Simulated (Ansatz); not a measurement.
# LuTl3: the cost of one run

Program: Ansatz 0.2.0. Level of theory: DFT r2SCAN, scalar-relativistic, plane waves, PAW. These are calculated values, not measurements.

1 further run of the same task is left out (it didn't finish).

## (1) The starting structure

The structure is cubic, space group Pm-3m (No. 221). The conventional cell has a = 4.653 Å, b = 4.653 Å, c = 4.653 Å, α = 90.00°, β = 90.00°, γ = 90.00°. Around Lu (site symmetry m-3m) lie 12 Tl at 3.29 Å. Tl (site symmetry 4/mmm) has 4 Lu at 3.29 Å and 8 Tl at 3.29 Å as nearest neighbours.

Structure file:

```cif
data_structure
_symmetry_space_group_name_H-M 'Pm-3m'
_symmetry_Int_Tables_number 221
_cell_length_a 4.6530
_cell_length_b 4.6530
_cell_length_c 4.6530
_cell_angle_alpha 90.000
_cell_angle_beta 90.000
_cell_angle_gamma 90.000
_cell_volume 100.74
loop_
_atom_site_label
_atom_site_type_symbol
_atom_site_symmetry_multiplicity
_atom_site_Wyckoff_symbol
_atom_site_fract_x
_atom_site_fract_y
_atom_site_fract_z
_atom_site_occupancy
Lu1 Lu 1 a 0.00000 0.00000 0.00000 1
Tl1 Tl 3 c 0.00000 0.50000 0.50000 1
```

(A quick probe on a coarse mesh, which set the mesh and smearing, is not shown.)

## (3) Relaxing cell and atoms

input.yaml

```yaml
crystal:
  lattice:
    - [4.6529976432, 0.0, 0.0]
    - [0.0, 4.6529976432, 0.0]
    - [0.0, 0.0, 4.6529976432]
  atoms:
    - { symbol: Lu, position: [0.0, 0.0, 0.0] }
    - { symbol: Tl, position: [0.0, 0.5, 0.5] }
    - { symbol: Tl, position: [0.5, 0.5, 0.0] }
    - { symbol: Tl, position: [0.5, 0.0, 0.5] }
basis:
  ecutwfc: 500
kpoints:
  mp_grid: { grid: [10, 10, 10] }
hamiltonian:
  xc: r2scan
scf:
  occupations: { method: gaussian, width: 0.1 }
output:
  forces: true
  stress: true
  eigenvalues: true
relax:
  adjacent_minimum: "off"
  f_tol: 0.005
  max_steps: 80
  cell: { stress_tol: 0.05 }
```

Started as:

```sh
$ ansatz run input.yaml --threads 4 --pin off --max-ram 10240MiB --backend cpu --events-out ev --progress --plain --runs-dir out
```

Q: Estimate wall time and peak memory on 4 threads of Intel Xeon Platinum 8259CL at 2.50GHz (Skylake/Cascade Lake), shared host.

About 29 s, with a peak of 0.82 GiB.
